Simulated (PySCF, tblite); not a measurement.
# C₃H₃FGeN₄: geometry, infrared bands and NMR shifts

Aim: predict the infrared bands and NMR shifts of C₃H₃FGeN₄ (`N#Cc1n[n]([GeH3])nc1F`).

The runs use tblite 0.8.0 and PySCF 2.14.0, with density-fitted response routines of our own; the level of theory stands in each step. All values are computed, except where a source is named. Atoms count from 0, in the outputs and in this text.

**1. The starting structure**

12 atoms, charge 0, multiplicity 1; geometry from: force field or distance geometry start.

Bonds of the start (Å): N0–C1 1.15, C1–C2 1.45, C2–N3 1.34, N3–N4 1.33, N4–Ge5 1.86, N4–N6 1.31, N6–C7 1.36, C7–F8 1.36, C7–C2 1.39, Ge5–H9 1.54, Ge5–H10 1.56, Ge5–H11 1.56.

**2. Geometry optimisation with GFN2-xTB**

The job: settings as JSON, then the geometry in Å.

```
{"job": {"kind": "relax", "xc": "GFN2-xTB", "basis": "xTB"}, "charge": 0, "multiplicity": 1}
N     -3.451900     2.116700    -0.545600
C     -2.566100     1.397300    -0.369600
C     -1.452500     0.496800    -0.116500
N     -0.149000     0.782900    -0.239100
N      0.602900    -0.268900     0.069100
Ge     2.461600    -0.250500     0.012600
N     -0.221100    -1.248500     0.367900
C     -1.508500    -0.831700     0.281600
F     -2.638800    -1.551300     0.514400
H      2.920500    -1.151100    -1.153200
H      3.045200    -0.701400     1.381700
H      2.959000     1.209100    -0.229500
```

Command:

```bash
$ OMP_NUM_THREADS=1 python probes_run.py task.json out
```

The driver reads the jobs from task.json and runs them one after another.

The program printed:

```text
step      E/eV     max force
  0    -713.56222    3.760
  1    -713.89269    2.357
  2    -713.86431    5.039
  3    -714.00644    0.635
  4    -714.03038    0.649
  5    -714.06960    0.635
  6    -714.10343    0.595
  7    -714.12332    0.368
  8    -714.13983    0.331
  9    -714.15041    0.308
 10    -714.16370    0.345
 11    -714.17547    0.277
 12    -714.18213    0.214
 13    -714.18417    0.107
 14    -714.18471    0.067
 15    -714.18499    0.037
 16    -714.18515    0.027
 17    -714.18526    0.030
 18    -714.18541    0.041
 19    -714.18560    0.043
 20    -714.18579    0.035
 21    -714.18594    0.042
 22    -714.18609    0.052
 23    -714.18625    0.051
 24    -714.18641    0.033
 25    -714.18651    0.023
 26    -714.18657    0.016
 27    -714.18660    0.016
 28    -714.18662    0.011
 29    -714.18664    0.010
```

Run time: 0.32 s. Hardware: 1 thread of Intel Xeon Platinum 8259CL at 2.50GHz, shared host; peak memory 0.18 GiB.

The steps of the relaxation: (the energy doesn't fall at every step)

```tsv
step	energy from step 0 (eV)	largest force (eV/Å)
0	0.0000	3.7597
1	-0.3305	2.3574
2	-0.3021	5.0394
3	-0.4442	0.6351
4	-0.4682	0.6486
5	-0.5074	0.6352
6	-0.5412	0.5954
7	-0.5611	0.3684
8	-0.5776	0.3311
9	-0.5882	0.3078
10	-0.6015	0.3454
11	-0.6132	0.2773
12	-0.6199	0.2142
13	-0.6219	0.1068
14	-0.6225	0.0667
15	-0.6228	0.0365
16	-0.6229	0.0273
17	-0.6230	0.0302
18	-0.6232	0.0408
19	-0.6234	0.0433
20	-0.6236	0.0345
21	-0.6237	0.0422
22	-0.6239	0.0516
23	-0.6240	0.0506
24	-0.6242	0.0333
25	-0.6243	0.0233
26	-0.6243	0.0158
27	-0.6244	0.0164
28	-0.6244	0.0108
29	-0.6244	0.0102
```

Distances of close pairs at the start and the end, largest changes first:

```tsv
bond	before (Å)	after (Å)	change (Å)
Ge5–H11	1.561	1.485	-0.076
Ge5–H10	1.555	1.489	-0.066
Ge5–H9	1.543	1.491	-0.052
C1–C2	1.454	1.405	-0.050
C7–F8	1.360	1.316	-0.044
N6–C7	1.356	1.318	-0.038
C2–C7	1.388	1.414	+0.026
N3–N4	1.329	1.306	-0.023
```

The next job starts from the end point, and lists it.

**3. Vibrational analysis with GFN2-xTB**

The job: settings as JSON, then the geometry in Å.

```
{"job": {"kind": "ir", "xc": "GFN2-xTB", "basis": "xTB"}, "charge": 0, "multiplicity": 1}
N     -3.375523     2.075786    -0.548225
C     -2.477332     1.391804    -0.358925
C     -1.394839     0.528418    -0.122062
N     -0.111595     0.867796    -0.243451
N      0.574843    -0.201371     0.058934
Ge     2.426222    -0.239541     0.011283
N     -0.159242    -1.248357     0.377931
C     -1.404034    -0.828701     0.276012
F     -2.443446    -1.598440     0.520314
H      2.779866    -1.172531    -1.096722
H      2.832142    -0.761113     1.345553
H      2.754135     1.185564    -0.246670
```

The program printed:

```text
mode    cm-1     km/mol
  1      42.0      0.02
  2      80.8      0.76
  3      81.5      0.13
  4     137.5      5.02
  5     161.1      6.19
  6     285.8     33.18
  7     318.8     16.02
  8     366.1      8.20
  9     493.9      3.25
 10     521.6     27.85
 11     562.5     94.18
 12     586.3     74.93
 13     600.0     10.39
 14     665.7      0.13
 15     691.2      2.94
 16     721.5    232.42
 17     758.5     11.75
 18     781.4    123.44
 19     814.3    113.43
 20     999.3      4.05
 21    1207.6    153.58
 22    1221.9     85.53
 23    1276.2     42.64
 24    1342.7     25.73
 25    1496.5     89.99
 26    1532.5    190.71
 27    2039.4     45.16
 28    2109.2    329.60
 29    2148.5    283.93
 30    2386.6    204.34
```

Wall time 0.71 s (1 thread of Intel Xeon Platinum 8259CL at 2.50GHz, shared host); peak memory 0.18 GiB.

The strongest bands and the atoms that carry them (share of the mass-weighted mode):

```tsv
cm⁻¹	km/mol	atoms
722	232.4	H11 39 %, H10 30 %, H9 25 %
781	123.4	H11 60 %, H10 20 %, H9 18 %
814	113.4	H9 50 %, H10 44 %
1208	153.6	N4 58 %, N6 23 %, N3 13 %
1532	190.7	C7 66 %, N6 18 %
2109	329.6	H10 53 %, H9 44 %
2148	283.9	H11 79 %, H10 14 %
2387	204.3	C1 60 %, N0 39 %
```

**4. NMR shieldings: PBE0/pcSseg-1**

The job, as its differences from that of step 3:

```diff
@@ -1,2 +1,2 @@
-{"job": {"kind": "ir", "xc": "GFN2-xTB", "basis": "xTB"}, "charge": 0, "multiplicity": 1}
+{"job": {"kind": "nmr", "xc": "PBE0", "basis": "pcSseg-1"}, "charge": 0, "multiplicity": 1}
 N     -3.375523     2.075786    -0.548225
```

Level: GIAO PBE0/pcSseg-1 NMR shielding, non-relativistic, gas phase.

The program printed:

```text
coarse grid: 56152 points
cycle   1  E = -2510.7790095238  dE =  1.247e+00  |g| = 1.066e+00  |ddm| = 3.810e+00
cycle   2  E = -2510.5315221015  dE =  2.475e-01  |g| = 1.490e+00  |ddm| = 1.826e+00
cycle   3  E = -2510.8721955238  dE = -3.407e-01  |g| = 4.409e-01  |ddm| = 1.429e+00
cycle   4  E = -2510.9093610758  dE = -3.717e-02  |g| = 1.115e-01  |ddm| = 3.552e-01
cycle   5  E = -2510.9111720802  dE = -1.811e-03  |g| = 5.129e-02  |ddm| = 1.046e-01
cycle   6  E = -2510.9116365969  dE = -4.645e-04  |g| = 9.617e-03  |ddm| = 3.785e-02
cycle   7  E = -2510.9116506230  dE = -1.403e-05  |g| = 5.416e-03  |ddm| = 1.023e-02
cycle   8  E = -2510.9116561527  dE = -5.530e-06  |g| = 5.064e-04  |ddm| = 3.943e-03
final grid: 118352 points
cycle   9  E = -2510.9116456415  dE =  8.798e-08  |g| = 8.694e-04  |ddm| = 1.361e-03
cycle  10  E = -2510.9116450638  dE =  5.777e-07  |g| = 1.857e-03  |ddm| = 2.006e-03
cycle  11  E = -2510.9116457916  dE = -7.278e-07  |g| = 2.133e-04  |ddm| = 1.435e-03
cycle  12  E = -2510.9116458001  dE = -8.491e-09  |g| = 3.108e-05  |ddm| = 1.538e-04
cycle  13  E = -2510.9116458003  dE = -1.678e-10  |g| = 1.236e-05  |ddm| = 2.929e-05
converged SCF energy = -2510.9116458003

GIAO shielding tensors (ppm)
atom      isotropic    diamagn.    paramagn.     s11        s22        s33       span
  0 N      -65.698     339.577    -405.275   -243.904   -185.291    232.100    476.004
  1 C       71.977     256.828    -184.851    -39.643    -36.915    292.490    332.133
  2 C       72.448     254.283    -181.836     -0.087     79.852    137.578    137.665
  3 N     -135.763     323.464    -459.227   -400.039   -158.307    151.055    551.094
  4 N        5.841     334.083    -328.241   -101.980      3.838    115.666    217.646
  5 Ge    1453.990    2755.836   -1301.846   1357.224   1408.631   1596.114    238.889
  6 N      -76.972     326.414    -403.385   -287.367   -108.856    165.308    452.675
  7 C        9.610     252.606    -242.995    -53.244     25.357     56.718    109.962
  8 F      313.390     468.722    -155.332    206.127    305.084    428.958    222.831
  9 H       26.551      28.124      -1.573     20.011     22.079     37.561     17.550
 10 H       26.512      28.109      -1.597     19.694     22.266     37.576     17.882
 11 H       26.449      28.287      -1.838     18.980     22.913     37.452     18.472
```

Run time: 55 s. Hardware: 1 thread of Intel Xeon Platinum 8259CL at 2.50GHz, shared host; peak memory 0.78 GiB.

Shifts follow as δ = σ(reference) − σ, with reference shieldings (ppm) from runs at the same level and on the same kind of geometry: ¹H TMS 31.72, ¹³C TMS 186.9, ¹⁹F CFCl3 170.9, ¹⁵N NH3 267.7, ⁷³Ge GeMe4 1331. The references are single molecules in the gas phase, so shifts against H2O, NH3, PH3, H3PO4 or CFCl3 are not on the usual liquid scales and can be off by tens of ppm. Atoms listed in one row are averaged.

```tsv
atoms	environment	σ (ppm)	δ (ppm)
C7	aromatic carbon bearing fluorine	9.6	177.3
C1	nitrile carbon	72.0	114.9
C2	substituted aromatic carbon next to a ring nitrogen	72.4	114.5
H9, H10, H11	hydrogen on a germanium bonded to N	26.50	5.21
N3	pyridine-type nitrogen of an azole	-135.8	403.5
N6	pyridine-type nitrogen of an azole	-77.0	344.7
N0	nitrile nitrogen	-65.7	333.4
N4	pyrrole-type ring nitrogen	5.8	261.9
Ge5	germanium bonded to N, 3 H	1454	-123
F8	aryl fluorine	313.4	-142.4
```

The run also stored atomic charges by several schemes (e):

```tsv
atoms	Mulliken	IAO	Hirshfeld	ESP fit
N0	-0.22	-0.21	-0.19	-0.41
C1	0.17	0.14	0.07	0.34
C2	0.02	-0.03	0.01	0.03
N3	-0.20	-0.19	-0.11	-0.42
N4	-0.43	-0.07	0.01	0.37
Ge5	0.56	0.67	0.41	0.41
N6	-0.21	-0.25	-0.15	-0.53
C7	0.48	0.37	0.12	0.50
F8	-0.22	-0.22	-0.05	-0.16
```

Mayer bond orders: N0–C1 3.02, C1–C2 1.00, C2–N3 1.40, N3–N4 1.25, N4–Ge5 0.56, N4–N6 1.15, N6–C7 1.54, C7–F8 1.04, C7–C2 1.23.

Ring of atoms C2, N3, N4, N6, C7: NICS(0) -13.6, NICS(1) -12.5, NICS(1)zz -29.3 ppm (means of both faces).

The fields below are evaluated on a grid from the run's orbitals.

Frontier orbitals at PBE0/pcSseg-1, with the share of their density that lies nearest to each atom:

```tsv
orbital	energy (eV)	lies on
HOMO	-8.30	N4 22 %; C2, C7 about 20 % each; N0 17 %
LUMO	-1.51	N3 32 %; N4 18 %; C2 14 %
```

ELF in a plane through or near 10 of the atoms.

Ten even steps from ' ' (0.00) to '@' (1.00):
```
                                                        
                                                        
                                                        
              ..::..                                    
            ==@@@@@@##    ..::..      ::::++****--      
          ..%%@@@@@@@@  ..##%%**    ::==++##%%%%##..    
          ..##@@@@@@%%  ==@@@@%%..  ++##%%--##@@%%--    
            ==%%####++  --%%####::--**::**----@@%%--    
            ::..--::..::--****==****%%==..%%##%%**..    
          ..::--++**..%%::##****..==%%##****==--::      
          ..--..==--::%%--==::..**++==----==::..        
          ..::==--::..::####++++--##--                  
            ..::::    ..##====####----::..              
                      **@@******==%%##%%++              
                    ..##@@@@++  ==##--%%**              
                      ==##**..  ++%%%%**--              
                                ::==--..                
                                                        
                                                        
                                                        
```
The map spans 12.7 Å across and 9.5 Å up, centred on the molecule. Atoms in the plane (x, y in Å): N0 (3.7, 1.4), C1 (2.7, 0.9), C2 (1.5, 0.2), N3 (0.3, 0.9), N4 (-0.6, -0.1), Ge5 (-2.4, 0.3), N6 (-0.1, -1.3), C7 (1.2, -1.1), F8 (2.0, -2.1), H11 (-2.4, 1.7).

On the surface of density 0.002 e/bohr³ the electrostatic potential runs, from the 1st to the 99th percentile, from -1.63 V near N0 to 2.27 V near Ge5.

**5. Summary of results**

| quantity | value |
| --- | --- |
| strongest single infrared mode (GFN2-xTB) | 2109 cm⁻¹, 330 km/mol |
| zero-point energy (GFN2-xTB) | 37.8 kcal/mol |
| ¹³C shifts against TMS (PBE0/pcSseg-1) | 177.3, 114.9, 114.5 ppm |
| ¹H shifts against TMS (PBE0/pcSseg-1, means over atoms taken as alike) | 5.21 ppm |
| ¹⁵N shifts against NH3 (PBE0/pcSseg-1) | 403.5, 344.7, 333.4, 261.9 ppm |
| ⁷³Ge shifts against GeMe4 (PBE0/pcSseg-1) | -123 ppm |
| ¹⁹F shifts against CFCl3 (PBE0/pcSseg-1) | -142.4 ppm |
| surface potential, 1st and 99th percentile | -1.63 V and 2.27 V |

In words: Relaxing lowered the energy by 0.624 eV in 29 steps; the close pair that moved most is Ge5–H11, from 1.561 to 1.485 Å. All 30 modes are real, so the xTB geometry is a minimum. The strongest single mode, at 2109 cm⁻¹, moves mainly H10 and H9. GFN2-xTB is a fitted tight-binding method: band positions and strengths are rough. Its intensities can rank the bands wrongly. At PBE0/pcSseg-1: The widest tensor belongs to N3: span 551 ppm, with a paramagnetic part of -459 ppm. NICS(1)zz of -29 ppm above the planar ring from C2 marks a diatropic (aromatic) ring current. By nearest atom (PBE0/pcSseg-1), the HOMO sits on N4 22 %; C2, C7 about 20 % each and the LUMO on N3 32 %; N4 18 %. Spin-orbit coupling is left out, which matters for shieldings and couplings at and beside the heavy atoms.
